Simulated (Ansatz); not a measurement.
# CH4F2NNb: one species, many methods

One table from this session's results is given with a row withheld; the runs are named, their logs left out.

Program: Ansatz 0.2.0, Gaussian basis. Level of theory: functionals in def2-TZVPP, the program's frozen cores in correlated methods. These are calculated values, not measurements.

Plan: LDA (SPW92), PBE-D4, revPBE-D4, BLYP-D4, r2SCAN-D4, B97M-V, PBE0-D4, B3LYP-D4, r2SCANh-D4, r2SCAN0-D4, HSE06-D4, BHLYP-D4, CAM-B3LYP-D4, LC-ωPBE, ωB97X-V, ωB97M-V, B2PLYP, PBE-QIDH; CCSD(T)/def2-SVP; CCSD(T)/def2-TZVPP; MP2/def2-QZVPP; extrapolation to the limit; RPA on PBE.

1 further run of the same task is left out (for a known fault of the program).

### Structure used throughout

An earlier PBE0-D4 in a triple-zeta def2 set relaxation fixed the geometry. Nb takes the def2 core potential; no spin-orbit term is included.

SMILES `[CH3][Nb](=[NH])([F])[F]`, 9 atoms, charge 0, spin multiplicity 1.

Atoms are counted from 1 here; the program's logs count them from 0.

Bond lengths: C1–Nb2 2.140 Å, C1–H6 1.094 Å, C1–H7 1.097 Å, C1–H8 1.094 Å, Nb2–N3 1.735 Å, Nb2–F4 1.872 Å, Nb2–F5 1.872 Å, N3–H9 1.009 Å. Angles: Nb2–C1–H6 110.7°, Nb2–C1–H7 109.4°, Nb2–C1–H8 110.6°, H6–C1–H7 109.1°, H6–C1–H8 107.9°, H7–C1–H8 109.1°, C1–Nb2–N3 102.4°, C1–Nb2–F4 108.4°, C1–Nb2–F5 108.4°, N3–Nb2–F4 110.0°, N3–Nb2–F5 110.0°, F4–Nb2–F5 116.6°, Nb2–N3–H9 174.4°.

As a file:

```mol
CH4F2NNb
  3D, bonds by distance, orders not assigned

  9  8  0  0  0  0  0  0  0  0999 V2000
   -1.2578    0.1363   -0.4351 C   0  0
    0.8673    0.0272   -0.2123 Nb  0  0
    1.0455   -0.4031    1.4595 N   0  0
    1.5067   -1.3547   -1.3019 F   0  0
    1.5821    1.7310   -0.5156 F   0  0
   -1.7220   -0.8238   -0.1929 H   0  0
   -1.5019    0.4017   -1.4706 H   0  0
   -1.6773    0.8912    0.2359 H   0  0
    1.2459   -0.6521    2.4162 H   0  0
  1  2  8  0
  2  3  8  0
  2  4  8  0
  2  5  8  0
  1  6  8  0
  1  7  8  0
  1  8  8  0
  3  9  8  0
M  END
```

The first run:

Input file in.yaml:

```yaml
crystal:
  periodic: [false, false, false]
  atoms:
    - {symbol: C, position_ang: [-1.257808, 0.136299, -0.435134]}
    - {symbol: Nb, position_ang: [0.867338, 0.027203, -0.212328]}
    - {symbol: N, position_ang: [1.045459, -0.403114, 1.459490]}
    - {symbol: F, position_ang: [1.506723, -1.354736, -1.301950]}
    - {symbol: F, position_ang: [1.582101, 1.731017, -0.515633]}
    - {symbol: H, position_ang: [-1.721968, -0.823792, -0.192898]}
    - {symbol: H, position_ang: [-1.501919, 0.401716, -1.470649]}
    - {symbol: H, position_ang: [-1.677295, 0.891199, 0.235860]}
    - {symbol: H, position_ang: [1.245868, -0.652094, 2.416244]}
basis:
  gaussian: {orbitals: def2-TZVPP}
hamiltonian: {xc: lda}
output: {orbitals: {seedname: orbitals}}
```

Launch:

```bash
ansatz run in.yaml --threads 4 --pin off --events-out ev --progress --plain --max-ram 10444MiB
```

Among the steps run: LDA; PBE-D4 (GGA); revPBE-D4 (GGA); BLYP-D4 (GGA); r2SCAN-D4 (meta-GGA); B97M-V (meta-GGA); PBE0-D4 (hybrid); B3LYP-D4 (hybrid); r2SCANh-D4 (hybrid); r2SCAN0-D4 (hybrid); HSE06-D4 (hybrid); BHLYP-D4 (hybrid); CAM-B3LYP-D4 (range-separated); LC-ωPBE (range-separated); ωB97X-V (range-separated); ωB97M-V (range-separated); B2PLYP (double hybrid); PBE-QIDH (double hybrid).

One table of the session follows, with a row left open; its other results are not shown here.

It belongs to the step «Orbital energies across the functionals». 

```
  functional  HOMO (eV)  LUMO (eV)  gap (eV)
 LDA (SPW92)      -7.18      -2.86      4.32
      PBE-D4      -6.95      -2.59      4.36
   revPBE-D4      -6.87      -2.48      4.39
     BLYP-D4      -6.83      -2.51      4.32
   r2SCAN-D4      -7.24      -2.45      4.79
      B97M-V      -7.26      -2.41      4.84
     PBE0-D4      -8.37      -1.69      6.68
    B3LYP-D4          ?          ?         ?
  r2SCANh-D4      -7.78      -2.12      5.66
  r2SCAN0-D4      -8.56      -1.60      6.96
    HSE06-D4      -7.96      -2.07      5.89
    BHLYP-D4      -9.60      -0.66      8.93
CAM-B3LYP-D4      -9.77      -0.56      9.21
     LC-ωPBE     -11.15       0.72     11.87
     ωB97X-V     -10.77       0.60     11.38
     ωB97M-V     -10.68       0.52     11.20
```

**Question.** Estimate the row for B3LYP-D4.

Worked estimate for «HOMO (eV)». Against the share of exact exchange, BLYP-D4 (0, -6.83), BHLYP-D4 (0.5, -9.60) give a slope of -5.54 per unit share; at 0.2 the line stands at -7.94.

As computed: HOMO (eV): -8.13; LUMO (eV): -1.96; gap (eV): 6.17. In «HOMO (eV)» the line misses by +0.19.
